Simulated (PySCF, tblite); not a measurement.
# C4H11N2OSi radical: geometry, infrared bands and EPR parameters

What infrared bands and EPR parameters should C4H11N2OSi radical (`CC(=O)N[SiH]N(C)C`) show?

The runs use tblite 0.8.0 and PySCF 2.14.0, with density-fitted response routines of our own; the level of theory stands in each step. All values are computed, except where a source is named. Atoms are numbered from 0 throughout.

**1. Starting geometry**

19 atoms, charge 0, multiplicity 2; geometry from: force field or distance geometry start.

Bonds of the start (Å): C0–C1 1.51, C1–O2 1.24, C1–N3 1.37, N3–Si4 1.74, Si4–N5 1.73, N5–C6 1.47, N5–C7 1.47, C0–H8 1.09, C0–H9 1.09, C0–H10 1.09, N3–H11 1.00, Si4–H12 1.47, C6–H13 1.09, C6–H14 1.09, C6–H15 1.10, C7–H16 1.10, C7–H17 1.09, C7–H18 1.10.

**2. Optimising the geometry with GFN2-xTB**

What the job is given:

```
{"job": {"kind": "relax", "xc": "GFN2-xTB", "basis": "xTB"}, "charge": 0, "multiplicity": 2}
C      3.378600    -0.006100     0.903200
C      2.226200    -0.892100     0.476900
O      2.284600    -2.115600     0.656300
N      1.172400    -0.204300    -0.053000
Si    -0.263000    -1.025000    -0.579900
N     -1.449800     0.199500    -0.275300
C     -2.537400     0.438500    -1.231100
C     -1.960900     0.398500     1.092500
H      4.321300    -0.536100     0.764000
H      3.390500     0.911700     0.311500
H      3.248600     0.256400     1.957300
H      1.145100     0.789000    -0.130800
H     -0.166400    -1.109400    -2.049300
H     -3.030900     1.392600    -1.035700
H     -2.166400     0.503200    -2.254500
H     -3.293700    -0.359300    -1.170000
H     -2.668000    -0.397900     1.370300
H     -1.159400     0.404600     1.828900
H     -2.481400     1.361100     1.187900
```

On the command line:

```console
OMP_NUM_THREADS=1 python probes_run.py task.json out
```

One launch serves the whole session: the jobs run in the order shown.

Log:

```text
step      E/eV     max force
  0    -702.10695    2.313
  1    -702.19694    1.803
  2    -702.23867    0.810
  3    -702.26757    0.493
  4    -702.28407    0.376
  5    -702.29368    0.327
  6    -702.30153    0.252
  7    -702.30627    0.191
  8    -702.31005    0.141
  9    -702.31302    0.161
 10    -702.31598    0.187
 11    -702.31938    0.185
 12    -702.32332    0.184
 13    -702.32685    0.120
 14    -702.32943    0.126
 15    -702.33169    0.117
 16    -702.33425    0.150
 17    -702.33715    0.169
 18    -702.34011    0.138
 19    -702.34272    0.113
 20    -702.34503    0.115
 21    -702.34752    0.141
 22    -702.35062    0.131
 23    -702.35416    0.154
 24    -702.35745    0.127
 25    -702.36018    0.112
 26    -702.36237    0.096
 27    -702.36432    0.130
 28    -702.36678    0.169
 29    -702.36994    0.158
 30    -702.37334    0.163
 31    -702.37647    0.160
 32    -702.37884    0.128
 33    -702.38085    0.127
 34    -702.38325    0.139
 35    -702.38600    0.112
 36    -702.38792    0.287
 37    -702.38927    0.321
 38    -702.39222    0.115
 39    -702.39373    0.092
 40    -702.39604    0.098
 41    -702.39790    0.143
 42    -702.40039    0.151
 43    -702.40239    0.128
 44    -702.40517    0.118
 45    -702.40694    0.112
 46    -702.40926    0.120
 47    -702.41137    0.116
 48    -702.41362    0.140
 49    -702.41548    0.134
 50    -702.41709    0.098
 51    -702.41829    0.099
 52    -702.41933    0.084
 53    -702.42016    0.093
 54    -702.42118    0.095
 55    -702.42225    0.083
 56    -702.42359    0.075
 57    -702.42502    0.092
 58    -702.42637    0.084
 59    -702.42679    0.271
 60    -702.42803    0.075
 61    -702.42867    0.059
 62    -702.42975    0.045
 63    -702.42999    0.040
 64    -702.43037    0.050
 65    -702.43079    0.058
 66    -702.43137    0.051
 67    -702.43187    0.046
 68    -702.43217    0.044
 69    -702.43240    0.063
 70    -702.43266    0.041
 71    -702.43292    0.065
 72    -702.43317    0.039
 73    -702.43343    0.033
 74    -702.43377    0.050
 75    -702.43416    0.060
 76    -702.43455    0.046
 77    -702.43480    0.030
 78    -702.43494    0.025
 79    -702.43506    0.024
 80    -702.43518    0.026
 81    -702.43527    0.019
 82    -702.43534    0.019
 83    -702.43540    0.017
 84    -702.43547    0.018
 85    -702.43554    0.018
 86    -702.43559    0.019
 87    -702.43564    0.021
 88    -702.43570    0.021
 89    -702.43582    0.029
 90    -702.43601    0.040
 91    -702.43629    0.051
 92    -702.43660    0.055
 93    -702.43682    0.044
 94    -702.43695    0.026
 95    -702.43705    0.024
 96    -702.43714    0.023
 97    -702.43723    0.030
 98    -702.43733    0.033
 99    -702.43748    0.035
100    -702.43768    0.038
101    -702.43788    0.028
102    -702.43800    0.026
103    -702.43808    0.023
104    -702.43814    0.025
105    -702.43820    0.018
106    -702.43824    0.016
107    -702.43828    0.017
108    -702.43833    0.015
109    -702.43838    0.016
110    -702.43843    0.016
111    -702.43846    0.013
112    -702.43848    0.008
```

Wall time 0.71 s (1 thread of Arm Neoverse V2, shared host); peak memory 0.18 GiB.

Step by step: (not every step is listed)

| step | energy from step 0 (eV) | largest force (eV/Å) |
| --- | --- | --- |
| 0 | 0.0000 | 2.3134 |
| 1 | -0.0900 | 1.8028 |
| 2 | -0.1317 | 0.8097 |
| 3 | -0.1606 | 0.4925 |
| 4 | -0.1771 | 0.3756 |
| 5 | -0.1867 | 0.3273 |
| 6 | -0.1946 | 0.2516 |
| 7 | -0.1993 | 0.1906 |
| 8 | -0.2031 | 0.1410 |
| 17 | -0.2302 | 0.1686 |
| 26 | -0.2554 | 0.0958 |
| 35 | -0.2790 | 0.1116 |
| 44 | -0.2982 | 0.1175 |
| 53 | -0.3132 | 0.0933 |
| 62 | -0.3228 | 0.0449 |
| 71 | -0.3260 | 0.0653 |
| 80 | -0.3282 | 0.0262 |
| 89 | -0.3289 | 0.0291 |
| 98 | -0.3304 | 0.0326 |
| 107 | -0.3313 | 0.0167 |
| 108 | -0.3314 | 0.0152 |
| 109 | -0.3314 | 0.0164 |
| 110 | -0.3315 | 0.0155 |
| 111 | -0.3315 | 0.0128 |
| 112 | -0.3315 | 0.0084 |

Close pairs (by a distance rule), those that changed most:

| bond | before (Å) | after (Å) | change (Å) |
| --- | --- | --- | --- |
| N5–C7 | 1.474 | 1.441 | -0.033 |
| N5–C6 | 1.467 | 1.436 | -0.032 |
| N3–Si4 | 1.735 | 1.764 | +0.028 |
| C1–N3 | 1.365 | 1.344 | -0.022 |
| C1–O2 | 1.238 | 1.219 | -0.019 |
| Si4–H12 | 1.475 | 1.460 | -0.015 |
| N3–H11 | 0.997 | 1.009 | +0.012 |
| C0–C1 | 1.515 | 1.508 | -0.007 |

The end geometry stands in the next job.

**3. Infrared spectrum with GFN2-xTB**

What the job is given:

```
{"job": {"kind": "ir", "xc": "GFN2-xTB", "basis": "xTB"}, "charge": 0, "multiplicity": 2}
C      3.460452    -0.132447     0.920916
C      2.257197    -0.737784     0.242937
O      2.277130    -1.790181    -0.372139
N      1.096858    -0.064361     0.319101
Si    -0.199175    -0.865948    -0.568455
N     -1.563203     0.176428    -0.295249
C     -2.654974     0.156031    -1.227819
C     -1.984535     0.587457     1.019629
H      4.279525    -0.845573     0.915397
H      3.766607     0.763684     0.383225
H      3.219576     0.142347     1.945868
H      1.061199     0.819268     0.805017
H      0.106859    -0.773393    -1.992951
H     -3.102143     1.151777    -1.293446
H     -2.295752    -0.133420    -2.210491
H     -3.437910    -0.549314    -0.923230
H     -2.794833    -0.046615     1.400187
H     -1.150706     0.533077     1.714477
H     -2.351975     1.618217     0.986103
```

Log:

```text
mode    cm-1     km/mol
  1      53.7      5.40
  2      65.3      0.72
  3      73.6      4.99
  4      87.6      7.21
  5     137.4      2.14
  6     145.9      7.43
  7     177.0      4.71
  8     195.6      0.60
  9     285.6      2.64
 10     288.5      3.82
 11     370.6     10.61
 12     397.1     10.59
 13     516.1     80.61
 14     539.2     74.23
 15     572.0     12.95
 16     588.5      5.82
 17     653.3     22.18
 18     708.9    113.17
 19     794.5     93.89
 20     957.1      9.39
 21     995.4      4.91
 22    1002.6     22.62
 23    1030.1    118.13
 24    1055.8      0.62
 25    1084.4      0.35
 26    1126.6      5.04
 27    1172.5      1.45
 28    1210.8     36.81
 29    1294.0     53.40
 30    1368.0     39.36
 31    1390.2    424.38
 32    1415.9      8.39
 33    1427.5      0.09
 34    1457.8      8.95
 35    1468.1      8.51
 36    1477.6      0.78
 37    1488.6      6.34
 38    1497.7      5.66
 39    1507.9      4.28
 40    1694.2    396.81
 41    2257.2    227.21
 42    2892.6    108.59
 43    2893.0     24.44
 44    2939.5     50.79
 45    2952.8     83.66
 46    3014.7     14.16
 47    3023.3     13.97
 48    3035.1     28.21
 49    3050.2     31.57
 50    3061.8      9.68
 51    3424.4      0.43
```

Wall time 0.63 s (1 thread of Arm Neoverse V2, shared host); peak memory 0.18 GiB.

The strongest bands and the atoms that carry them (share of the mass-weighted mode):

| cm⁻¹ | km/mol | atoms |
| --- | --- | --- |
| 709 | 113.2 | H12 31 %, Si4 29 %, C6 10 % |
| 794 | 93.9 | N3 50 %, Si4 22 %, H11 20 % |
| 1030 | 118.1 | H17 22 %, N5 18 %, C7 18 %, C6 17 % |
| 1390 | 424.4 | C1 46 %, N3 28 % |
| 1694 | 396.8 | C1 64 %, O2 33 % |
| 2257 | 227.2 | H12 97 % |
| 2893 | 108.6 | H16 66 %, H15 15 % |
| 2953 | 83.7 | H13 85 % |

**4. EPR parameters: B3LYP/pcH-1**

Same as in step 3 but for these lines:

```diff
@@ -1,2 +1,2 @@
-{"job": {"kind": "ir", "xc": "GFN2-xTB", "basis": "xTB"}, "charge": 0, "multiplicity": 2}
+{"job": {"kind": "epr", "basis": "pcH-1"}, "charge": 0, "multiplicity": 2}
 C      3.460452    -0.132447     0.920916
```

Level: UKS B3LYP, pcH-1 on C H N O Si, non-relativistic, mean-field spin-orbit, GIAO.

Log:

```text
UKS, coarse grid
  cycle   1  E = -633.13464955  |g| = 6.82e-01
  cycle   2  E = -632.35270986  |g| = 1.50e+00
  cycle   3  E = -633.28242354  |g| = 2.82e-01
  cycle   4  E = -633.31293161  |g| = 1.02e-01
  cycle   5  E = -633.31675516  |g| = 3.31e-02
  cycle   6  E = -633.31721015  |g| = 9.58e-03
  cycle   7  E = -633.31724404  |g| = 3.77e-03
  cycle   8  E = -633.31724976  |g| = 1.25e-03
  cycle   9  E = -633.31725100  |g| = 3.97e-04
UKS, final grid
  cycle   1  E = -633.31720273  |g| = 5.42e-04
  cycle   2  E = -633.31720252  |g| = 9.29e-04
  cycle   3  E = -633.31720285  |g| = 1.58e-04
  cycle   4  E = -633.31720286  |g| = 3.37e-05
  cycle   5  E = -633.31720286  |g| = 1.60e-05
E = -633.31720286 Eh   <S^2> = 0.7525 (exact 0.7500)
g shifts (ppm)      1          2          3
  rmc          -173       -173       -173
  gc             92         22         73
  oz_so        -893         24        704
  total        -974       -127        604
hyperfine (MHz)  atom isotope    a_iso     a_fc   dipolar eigenvalues
    0   13C       4.98       4.98     -0.53     -0.44      0.96
    1   13C      -1.52      -1.52     -2.00     -0.62      2.62
    2   17O     -10.34     -10.36    -11.16      4.74      6.42
    3   14N      12.45      12.45     -2.44     -2.27      4.71
    4  29Si    -681.77    -682.64   -126.60     62.07     64.53
    5   14N      11.87      11.85    -10.96    -10.79     21.75
    6   13C      -6.45      -6.45     -0.96     -0.57      1.53
    7   13C      -5.38      -5.38     -0.90     -0.58      1.48
    8    1H       0.21       0.21     -0.89     -0.69      1.58
    9    1H       1.44       1.44     -1.00     -0.77      1.77
   10    1H       2.46       2.46     -0.96     -0.80      1.76
   11    1H       5.03       5.02     -4.45     -1.33      5.78
   12    1H     139.92     139.92     -5.60     -1.41      7.01
   13    1H      15.65      15.65     -2.02     -1.65      3.68
   14    1H       0.40       0.40     -2.56     -1.59      4.15
   15    1H      10.03      10.02     -2.57     -1.56      4.13
   16    1H      13.44      13.44     -2.66     -1.47      4.13
   17    1H       0.39       0.39     -2.91     -1.47      4.38
   18    1H      13.09      13.09     -2.10     -1.57      3.67
```

Run time: 1.8 min. Hardware: 1 thread of Arm Neoverse V2, shared host; peak memory 1.1 GiB.

Principal g values 2.00135, 2.00219, 2.00292; g(iso) = 2.00215, against 2.00232 for a free electron.

Hyperfine couplings; where a row names several nuclei, a(iso) is their mean (it holds for fast rotation or exchange) and the dipolar term the largest among them:

| nuclei | isotope | a(iso) (MHz) | a(iso) (G, at g = 2.0023) | largest dipolar term (MHz) |
| --- | --- | --- | --- | --- |
| Si4 | 29Si | -681.8 | -243.3 | -126.6 |
| H12 | 1H | 139.9 | 49.9 | 7.0 |
| N3 | 14N | 12.4 | 4.4 | 4.7 |
| N5 | 14N | 11.9 | 4.2 | 21.8 |
| O2 | 17O | -10.3 | -3.7 | -11.2 |
| H13, H14, H15, H16, H17, H18 | 1H | 8.8 | 3.2 | 4.4 |
| C6, C7 | 13C | -5.9 | -2.1 | 1.5 |
| H11 | 1H | 5.0 | 1.8 | 5.8 |
| C0 | 13C | 5.0 | 1.8 | 1.0 |
| C1 | 13C | -1.5 | -0.5 | 2.6 |
| H8, H9, H10 | 1H | 1.4 | 0.5 | 1.8 |

Mulliken spin populations:

C0 0.00; C1 0.00; O2 0.02; N3 0.02; Si4 0.71; N5 0.16; C6 -0.01; C7 -0.01; H8 0.00; H9 0.00; H10 0.00; H11 0.01; H12 0.07; H13 0.01; H14 0.00; H15 0.01; H16 0.01; H17 0.00; H18 0.01

In first order the couplings over 0.8 MHz of 1H, 14N give 1008 distinct lines over 89.5 G, if the averaged nuclei exchange fast; the same motion can average rows kept apart here too.

The fields below are evaluated on a grid from the run's orbitals.

ELF in a plane through or near 9 of the atoms.

Ten even steps from '0' (0.00) to '9' (1.00):
```
0000000000000000000000000000
0000000000000000000000000000
0000000000000000000000000000
0000000000000000000000000000
0000000100000167301000000000
0000017840000299734200000000
0000069991010099947410000000
0000069990054039855400000000
0000248960377201574100000000
0004884274656513673111000000
0008998592836717728576200000
0008997462568223866288300000
0002660047402021215665200000
0000000146401777208851000000
0000000145402999509960000000
0000000022101999505840000000
0000000000001898200000000000
0000000000000353000000000000
0000000000000000000000000000
0000000000000000000000000000
```
The map spans 14.0 Å across and 9.6 Å up, centred on the molecule. Atoms in the plane (x, y in Å): C0 (-3.6, 0.2), C1 (-2.3, -0.5), N3 (-1.1, 0.0), N5 (1.6, -0.1), C6 (2.9, -0.7), C7 (1.8, 1.3), H8 (-4.4, -0.2), H10 (-3.5, 1.3), H12 (0.2, -2.2).

On the surface of density 0.002 e/bohr³ the electrostatic potential runs, from the 1st to the 99th percentile, from -2.02 V near O2 to 1.98 V near H11.

The spin density lies nearest to Si4 56 %; N5 17 %; H12 11 %.

**5. Summary of results**

| quantity | value |
| --- | --- |
| strongest single infrared mode (GFN2-xTB) | 1390 cm⁻¹, 424 km/mol |
| zero-point energy (GFN2-xTB) | 94.8 kcal/mol |
| g(iso) (B3LYP) | 2.00215 |
| ⟨S²⟩ | 0.752 (exact 0.75) |
| largest a(iso) (averaged by class) | 29Si on Si4, -681.8 MHz |
| potential on the surface of density 0.002 e/bohr³, 1st and 99th percentile | -2.02 V and 1.98 V |

What this shows: Over 112 steps the energy fell by 0.332 eV; of the close pairs, N5–C7 changed most, 1.474 to 1.441 Å. All 51 modes are real, so the xTB geometry is a minimum. The strongest single mode, at 1390 cm⁻¹, moves mainly C1 and N3. GFN2-xTB is a fitted tight-binding method: band positions and strengths are rough. Its intensities can rank the bands wrongly. Most of the unpaired spin sits on Si4 (0.71 e). The isotropic g lies 0.2 ppt below the free-electron value. These values are for one conformer; the search (at its own cheap level) found 2 more, at 1.08, 1.46 kcal/mol, and measured spectra average over such forms.
